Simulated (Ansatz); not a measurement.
# C2H6Cl2Sn: molecular dynamics

The plan is to follow the molecule's vibrations and see whether its bonds hold. The start is relaxed first. Runs: 300 steps of 0.25 fs at constant energy, with velocities drawn for 300 K. SMILES of the start: [CH3][Sn]([CH3])([Cl])[Cl].

Method: RKS BHLYP-D4/def2-SVP, in Ansatz 0.2.0.

## 1. Starting point

Bond lengths: Sn1–Cl2 2.410 Å, Sn1–Cl3 2.410 Å, Sn1–C4 2.148 Å, C4–H5 1.110 Å, C4–H6 1.110 Å, C4–H7 1.110 Å, Sn1–C8 2.148 Å, C8–H9 1.110 Å, C8–H10 1.110 Å, C8–H11 1.110 Å. Angles (14 of 18 angles, heavy atoms first): Cl2–Sn1–Cl3 109.4°, Cl2–Sn1–C4 109.5°, Cl2–Sn1–C8 109.5°, Cl3–Sn1–C4 109.5°, Cl3–Sn1–C8 109.5°, C4–Sn1–C8 109.5°, Sn1–C4–H5 109.5°, Sn1–C4–H6 109.5°, Sn1–C4–H7 109.5°, Sn1–C8–H9 109.5°, Sn1–C8–H10 109.5°, Sn1–C8–H11 109.5°, H5–C4–H6 109.4°, H5–C4–H7 109.4°.

As a file:

```xyz
11

Sn    0.0000    0.0000    0.0000
Cl    0.0000    0.0000    2.4100
Cl    2.2726    0.0000   -0.8025
C    -1.0126    1.7544   -0.7160
H    -2.0653    1.5008   -0.9603
H    -0.9943    2.5391    0.0690
H    -0.5023    2.1310   -1.6269
C    -1.0126   -1.7544   -0.7160
H    -1.5123   -2.2661    0.1329
H    -1.7727   -1.4617   -1.4701
H    -0.2768   -2.4431   -1.1811
```

## 2. Relaxing the start

input.yaml reads:

```yaml
crystal:
  periodic: [false, false, false]
  atoms:
    - { symbol: Sn, position_ang: [0.0, 0.0, 0.0] }
    - { symbol: Cl, position_ang: [0.0, 0.0, 2.41] }
    - { symbol: Cl, position_ang: [2.2726, 0.0, -0.8025] }
    - { symbol: C, position_ang: [-1.0126, 1.7544, -0.716] }
    - { symbol: H, position_ang: [-2.0653, 1.5008, -0.9603] }
    - { symbol: H, position_ang: [-0.9943, 2.5391, 0.069] }
    - { symbol: H, position_ang: [-0.5023, 2.131, -1.6269] }
    - { symbol: C, position_ang: [-1.0126, -1.7544, -0.716] }
    - { symbol: H, position_ang: [-1.5123, -2.2661, 0.1329] }
    - { symbol: H, position_ang: [-1.7727, -1.4617, -1.4701] }
    - { symbol: H, position_ang: [-0.2768, -2.4431, -1.1811] }
basis:
  gaussian: { orbitals: def2-SVP }
hamiltonian:
  xc: { name: BHLYP }
  dispersion: d4
relax:
  f_tol: 0.02
  max_steps: 40
```

Started as:

```
> ansatz run input.yaml --threads 2 --pin off --max-ram 3072MiB --backend cpu --events-out ev --progress --plain --runs-dir out
```

Further steps of the session: The run.

Before running it: what results should come out? Wanted: relaxation of the start; temperature, first and last step; temperature, second half; potential energy, second half; largest change of the total energy; bonds formed or broken.

**Answer**, as computed:

| quantity | value |
| --- | --- |
| relaxation of the start | 14 moves, 0.162 eV lower |
| length | 300 steps of 0.25 fs |
| temperature, first and last step | 300 and 89 K |
| temperature, second half | mean 144 K, from 83 to 203 K |
| potential energy, second half | +17 meV/atom from the start |
| largest change of the total energy | 0.02 meV/atom |
| bonds formed or broken | 0 |

**Reading.** The temperature starts at 300 K and averages 144 K in the second half, where it ranges from 83 to 203 K; a mean near half the start is what vibrations about a minimum give, since they share energy equally between motion and strain. The total energy strays from its start by at most 0.02 meV/atom, 0.1 % of the mean kinetic energy, which is good for a step of 0.25 fs. The bonds all hold. A run of 75 fs with 11 atoms shows the motion but fixes no equilibrium value. The nuclei move classically, without zero-point motion, which matters most for hydrogen.
